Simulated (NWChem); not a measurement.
# SnH3Cl (SMILES [Cl][SnH3]): M08-SO/x2c-SVPall-2c (ZORA), part 2 of 2

NWChem 7.3.0.

**3. The distorted shape**

clh3sn.nw

```
start clh3sn
title "ClH3Sn"
memory 2200 mb

geometry units angstroms
 zmatrix
   Cl
   Sn 1 r2
   H 2 r3 1 a3
   H 2 r4 3 a4 1 d4
   H 2 r5 3 a5 4 d5
 variables
   r2 2.342252
   r3 1.466485
   a3 112.53277
   r4 1.480515
   a4 118.79198
   d4 136.10195
   r5 1.843728
   a5 101.9627
   d5 121.32629
 end
end

basis spherical bse
 * library x2c-SVPall-2c
end

relativistic
 zora on
end

dft
 xc m08-so
 grid medium
 iterations 200
end

task dft energy
```

Started as:

```sh
$ nwchem clh3sn.nw > clh3sn.out
```

Output:

```text
Northwest Computational Chemistry Package (NWChem) 7.3.0
             --------------------------------------------------------

           Job information
           ---------------

    nwchem branch   = 7.3.0
    use scalapack   = T
    input           = clh3sn.nw
    prefix          = clh3sn.
    data base       = ./clh3sn.db
    status          = startup
    nproc           =        1

           Memory information
           ------------------

    heap     =     72089594 doubles =      550.0 Mbytes
    stack    =     72089599 doubles =      550.0 Mbytes
    global   =    144179200 doubles =     1100.0 Mbytes (distinct from heap & stack)
    total    =    288358393 doubles =     2200.0 Mbytes
    verify   = yes
    hardfail = no

           Directory information
           ---------------------

  0 permanent = .
  0 scratch   = .

                                NWChem Input Module
                                -------------------

                                      ClH3Sn
                                      ------

 Scaling coordinates for geometry "geometry" by  1.889725989
 (inverse scale =  0.529177249)

 C1  symmetry detected

                             Geometry "geometry" -> ""
                             -------------------------

 Output coordinates in angstroms (scale by  1.889725989 to convert to a.u.)

  No.       Tag          Charge          X              Y              Z
 ---- ---------------- ---------- -------------- -------------- --------------
    1 Cl                  17.0000    -0.00860196    -1.79299044     0.00228597
    2 Sn                  50.0000    -0.01330064     0.54925674     0.00299888
    3 H                    1.0000     0.03676885     1.11092063     1.35673630
    4 H                    1.0000    -0.95192242     1.13798262    -0.97899686
    5 H                    1.0000     1.72641860     0.76909697    -0.56654498

      Atomic Mass
      -----------

      Cl                34.968850
      Sn               117.901800
      H                  1.007825

 Effective nuclear repulsion energy (a.u.)     251.3595649534

            Nuclear Dipole moment (a.u.)
            ----------------------------
        X                 Y               Z
 ---------------- ---------------- ----------------
    -0.0000000000     0.0000000000    -0.0000000000

                                Z-matrix (user)
                                --------

 Units are Angstrom for bonds and degrees for angles

      Type          Name      I     J     K     L     M      Value
      ----------- --------  ----- ----- ----- ----- ----- ----------
    1 Stretch      r2          2     1                       2.34225
    2 Stretch      r3          3     2                       1.46649
    3 Bend         a3          3     2     1               112.53277
    4 Stretch      r4          4     2                       1.48052
    5 Bend         a4          4     2     3               118.79198
    6 Torsion      d4          4     2     3     1         136.10195
    7 Stretch      r5          5     2                       1.84373
    8 Bend         a5          5     2     3               101.96270
    9 Torsion      d5          5     2     3     4         121.32629

            XYZ format geometry
            -------------------
     5
 geometry
 Cl                   -0.00860196    -1.79299044     0.00228597
 Sn                   -0.01330064     0.54925674     0.00299888
 H                     0.03676885     1.11092063     1.35673630
 H                    -0.95192242     1.13798262    -0.97899686
 H                     1.72641860     0.76909697    -0.56654498

 ==============================================================================
                                internuclear distances
 ------------------------------------------------------------------------------
       center one      |      center two      | atomic units |  angstroms
 ------------------------------------------------------------------------------
    2 Sn               |   1 Cl               |     4.42621  |     2.34225
    3 H                |   2 Sn               |     2.77125  |     1.46649
    4 H                |   2 Sn               |     2.79777  |     1.48052
    5 H                |   2 Sn               |     3.48414  |     1.84373
 ------------------------------------------------------------------------------
                         number of included internuclear distances:          4
 ==============================================================================

 ==============================================================================
                                 internuclear angles
 ------------------------------------------------------------------------------
        center 1       |       center 2       |       center 3       |  degrees
 ------------------------------------------------------------------------------
    1 Cl               |   2 Sn               |   3 H                |   112.53
    1 Cl               |   2 Sn               |   4 H                |   113.50
    1 Cl               |   2 Sn               |   5 H                |    96.73
    3 H                |   2 Sn               |   4 H                |   118.79
    3 H                |   2 Sn               |   5 H                |   101.96
    4 H                |   2 Sn               |   5 H                |   110.24
 ------------------------------------------------------------------------------
                            number of included internuclear angles:          6
 ==============================================================================

[... 47 lines left out ...]
          Convergence on energy requested:  1.00D-06
          Convergence on density requested:  1.00D-05
          Convergence on gradient requested:  5.00D-04
[... 20 lines left out ...]
          Spatial weights used:  Erf1
[... 1 line left out ...]
          Convergence Information
[... 1 line left out ...]
          Convergence aids based upon iterative change in
          total energy or number of iterations.
[... 29 lines left out ...]
 dft_zora_read: failed to open./clh3sn.zora_sf
[... 32 lines left out ...]
   convergence    iter        energy       DeltaE   RMS-Dens  Diis-err    time
[... 12 lines left out ...]
         Total DFT energy =    -6708.167163634331
      One electron energy =    -9699.755112467612
           Coulomb energy =     2937.200964460001
    Exchange-Corr. energy =     -196.972580580124
 Nuclear repulsion energy =      251.359564953405
[... 7 lines left out ...]
                       DFT Final Molecular Orbital Analysis
[... 525 lines left out ...]
    37      9.990818  2 Sn px                39     -8.486394  2 Sn pz
    40     -7.080042  2 Sn px                42      6.013590  2 Sn pz
    38      4.714754  2 Sn py                34     -3.425508  2 Sn px
[... 4 lines of this table left out ...]
              MO Center= -1.2D-02,  5.5D-01,  5.1D-03, r^2= 3.1D-01
   Bfn.  Coefficient  Atom+Function         Bfn.  Coefficient  Atom+Function
  ----- ------------  ---------------      ----- ------------  ---------------
    39     10.949617  2 Sn pz                42     -7.756742  2 Sn pz
    37      6.643723  2 Sn px                38      5.583754  2 Sn py
    40     -4.706647  2 Sn px                41     -3.955966  2 Sn py
[... 4 lines of this table left out ...]
              MO Center= -1.5D-02,  5.4D-01,  2.2D-03, r^2= 3.2D-01
   Bfn.  Coefficient  Atom+Function         Bfn.  Coefficient  Atom+Function
  ----- ------------  ---------------      ----- ------------  ---------------
    38     11.891796  2 Sn py                41     -8.424149  2 Sn py
    37     -7.109584  2 Sn px                40      5.036258  2 Sn px
    35     -4.077096  2 Sn py                34      2.437372  2 Sn px
[... 4 lines of this table left out ...]
              MO Center= -1.3D-02,  5.5D-01,  3.0D-03, r^2= 5.2D-02
   Bfn.  Coefficient  Atom+Function         Bfn.  Coefficient  Atom+Function
  ----- ------------  ---------------      ----- ------------  ---------------
    60     -1.480648  2 Sn d  1              58      1.445420  2 Sn d -1
    55      1.317579  2 Sn d  1              53     -1.286197  2 Sn d -1
    59     -1.148273  2 Sn d  0              54      1.021804  2 Sn d  0
[... 4 lines of this table left out ...]
              MO Center= -1.3D-02,  5.5D-01,  3.0D-03, r^2= 5.2D-02
   Bfn.  Coefficient  Atom+Function         Bfn.  Coefficient  Atom+Function
  ----- ------------  ---------------      ----- ------------  ---------------
    57      2.187822  2 Sn d -2              52     -1.946528  2 Sn d -2
    58     -1.025284  2 Sn d -1              53      0.912206  2 Sn d -1
    59      0.528738  2 Sn d  0              54     -0.470485  2 Sn d  0
[... 4 lines of this table left out ...]
              MO Center= -1.3D-02,  5.5D-01,  3.1D-03, r^2= 5.4D-02
   Bfn.  Coefficient  Atom+Function         Bfn.  Coefficient  Atom+Function
  ----- ------------  ---------------      ----- ------------  ---------------
    61      2.351542  2 Sn d  2              56     -2.090330  2 Sn d  2
    60      0.826022  2 Sn d  1              55     -0.734273  2 Sn d  1
    57      0.306481  2 Sn d -2              52     -0.272436  2 Sn d -2
[... 4 lines of this table left out ...]
              MO Center= -1.3D-02,  5.5D-01,  3.0D-03, r^2= 5.4D-02
   Bfn.  Coefficient  Atom+Function         Bfn.  Coefficient  Atom+Function
  ----- ------------  ---------------      ----- ------------  ---------------
    59      1.656957  2 Sn d  0              60     -1.641022  2 Sn d  1
    54     -1.472080  2 Sn d  0              55      1.457938  2 Sn d  1
    57     -0.786505  2 Sn d -2              52      0.698681  2 Sn d -2
[... 4 lines of this table left out ...]
              MO Center= -1.3D-02,  5.5D-01,  3.1D-03, r^2= 5.3D-02
   Bfn.  Coefficient  Atom+Function         Bfn.  Coefficient  Atom+Function
  ----- ------------  ---------------      ----- ------------  ---------------
    58      1.784192  2 Sn d -1              53     -1.584658  2 Sn d -1
    59      1.401430  2 Sn d  0              54     -1.244739  2 Sn d  0
    60      0.763304  2 Sn d  1              55     -0.677958  2 Sn d  1
[... 4 lines of this table left out ...]
              MO Center= -1.3D-02,  5.5D-01,  2.9D-03, r^2= 7.8D-02
   Bfn.  Coefficient  Atom+Function         Bfn.  Coefficient  Atom+Function
  ----- ------------  ---------------      ----- ------------  ---------------
    37      9.924864  2 Sn px                40     -9.085714  2 Sn px
    39     -6.965975  2 Sn pz                42      6.376773  2 Sn pz
    38      4.911739  2 Sn py                41     -4.496327  2 Sn py
[... 4 lines of this table left out ...]
              MO Center= -1.3D-02,  5.5D-01,  3.3D-03, r^2= 7.8D-02
   Bfn.  Coefficient  Atom+Function         Bfn.  Coefficient  Atom+Function
  ----- ------------  ---------------      ----- ------------  ---------------
    39      9.922725  2 Sn pz                42     -9.078817  2 Sn pz
    38      8.031232  2 Sn py                41     -7.348567  2 Sn py
    37      2.989121  2 Sn px                40     -2.734867  2 Sn px
[... 4 lines of this table left out ...]
              MO Center= -1.4D-02,  5.5D-01,  2.8D-03, r^2= 7.9D-02
   Bfn.  Coefficient  Atom+Function         Bfn.  Coefficient  Atom+Function
  ----- ------------  ---------------      ----- ------------  ---------------
    38      9.122031  2 Sn py                41     -8.345804  2 Sn py
    37     -8.003828  2 Sn px                40      7.322742  2 Sn px
    39     -4.974638  2 Sn pz                42      4.550959  2 Sn pz
[... 4 lines of this table left out ...]
              MO Center= -1.3D-02,  5.5D-01,  3.0D-03, r^2= 1.3D-02
   Bfn.  Coefficient  Atom+Function         Bfn.  Coefficient  Atom+Function
  ----- ------------  ---------------      ----- ------------  ---------------
    31     38.760589  2 Sn px                28     35.398152  2 Sn px
    33    -28.501253  2 Sn pz                30    -26.028819  2 Sn pz
    32     16.994070  2 Sn py                29     15.519849  2 Sn py
[... 4 lines of this table left out ...]
              MO Center= -1.3D-02,  5.5D-01,  3.0D-03, r^2= 1.3D-02
   Bfn.  Coefficient  Atom+Function         Bfn.  Coefficient  Atom+Function
  ----- ------------  ---------------      ----- ------------  ---------------
    33     41.209958  2 Sn pz                30     37.635249  2 Sn pz
    32     21.785932  2 Sn py                31     20.750781  2 Sn px
    29     19.896108  2 Sn py                28     18.950770  2 Sn px
[... 4 lines of this table left out ...]
              MO Center= -1.3D-02,  5.5D-01,  3.0D-03, r^2= 1.3D-02
   Bfn.  Coefficient  Atom+Function         Bfn.  Coefficient  Atom+Function
  ----- ------------  ---------------      ----- ------------  ---------------
    32     42.896190  2 Sn py                29     39.175203  2 Sn py
    31    -25.894429  2 Sn px                28    -23.648256  2 Sn px
    33     -9.638284  2 Sn pz                30     -8.802238  2 Sn pz
    35     -5.818394  2 Sn py                41      5.761817  2 Sn py
    38     -5.325841  2 Sn py                34      3.512171  2 Sn px

 center of mass
 --------------
 x =  -0.01274439 y =   0.06183554 z =   0.00294838

 moments of inertia (a.u.)
 ------------------
         550.339995019745          -0.000000000000          -0.000000000000
          -0.000000000000          25.283949885176          -0.000000000000
          -0.000000000000          -0.000000000000         553.158949813465

     Multipole analysis of the density
     ---------------------------------

     L   x y z        total         alpha         beta         nuclear
     -   - - -        -----         -----         ----         -------
     0   0 0 0     -0.000000    -35.000000    -35.000000     70.000000

     1   1 0 0     -0.424060     -0.212030     -0.212030     -0.000000
[... 8 lines of this table left out ...]
     2   0 0 2    -29.877287    -20.510718    -20.510718     11.144149

 Task  times  cpu:       14.6s     wall:       14.6s
 Total times  cpu:       14.6s     wall:       14.6s
```

Wall time 15 s (1 thread of AMD EPYC 9R45 (Zen 5), shared host); peak memory 0.12 GiB.

**4. What came out**

What follows sums up all 2 parts.

Level: M08-SO/x2c-SVPall-2c (ZORA).

| quantity | value |
| --- | --- |
| first shape: total energy | -6708.21587 Eh |
| first shape: dipole moment | 2.48 D |
| first shape: HOMO energy | -9.80 eV |
| first shape: LUMO energy | 0.08 eV |
| first shape: HOMO–LUMO gap | 9.88 eV |
| distorted shape: total energy | -6708.16716 Eh |
| distorted shape: dipole moment | 2.81 D |
| distorted shape: HOMO energy | -9.43 eV |
| distorted shape: LUMO energy | -0.15 eV |
| distorted shape: HOMO–LUMO gap | 9.28 eV |
| energy change with the atoms displaced | 1.325 eV |

What this shows: With the atoms displaced the energy rises by 1.33 eV (31 kcal/mol). The first shape isn't relaxed at this level, so the change isn't measured from a minimum.
